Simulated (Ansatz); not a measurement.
The system is FeAu.

```
Au Fe
1.0
     1.41175    0.81507    4.46945
    -1.41175    0.81507    4.46945
     0.00000   -1.63015    4.46945
Au Fe
1 1
Direct
  0.00000 0.00000 0.00000
  0.50000 0.50000 0.50000
```

The cell comes from a database or a generator and needn't be the stable form of this composition.

- Program: Ansatz 0.2.0
- Task: relaxation of cell and atoms
- Functional: PBEsol
- Potentials or basis: Ansatz PAW
- Cutoff: 420 eV (not typed: the program's choice for these potentials)
- k mesh: 8 × 8 × 8
- Occupations: fermi-dirac, width 0.05 eV
- Spin: collinear spin, ferromagnetic start
- Starting moments: [0.0, 3.0] μB

At the start: volume 15.43 Å³/atom.

Q: How do energy, volume and symmetry change on relaxing?

A: It ends after 7 steps and the volume is 14.49 Å³/atom (-6.1 %); space group R-3m (No. 166, to 0.05 Å); moment 2.74 μB per cell.

The path:
| step | energy change (eV) | largest force (eV/Å) | volume (Å³) |
| --- | --- | --- | --- |
| 1 | 0.0000 | 0.0000 | 30.86 |
| 2 | -0.0314 | 0.0000 | 27.91 |
| 3 | -0.0534 | 0.0000 | 29.15 |
| 4 | -0.0540 | 0.0000 | 29.01 |
| 5 | -0.0541 | 0.0000 | 29.00 |
| 6 | -0.0541 | 0.0000 | 28.99 |
| 7 | -0.0533 | 0.0000 | 28.99 |

Final structure:
```yaml
crystal:
  lattice:
    - [1.37741, 0.79525, 4.41084]
    - [-1.37741, 0.79525, 4.41084]
    - [0.00000, -1.59050, 4.41084]
  atoms:
    - { symbol: Au, position: [0.00000, 0.00000, 0.00000] }
    - { symbol: Fe, position: [0.50000, 0.50000, 0.50000] }
```

Caveat: the plane-wave basis is chosen anew once the cell has moved, so the energies of steps on either side of that aren't comparable; the PAW data sets come from PBE, with cores solved anew for the run's functional, which leaves a small shift of forces and pressure.
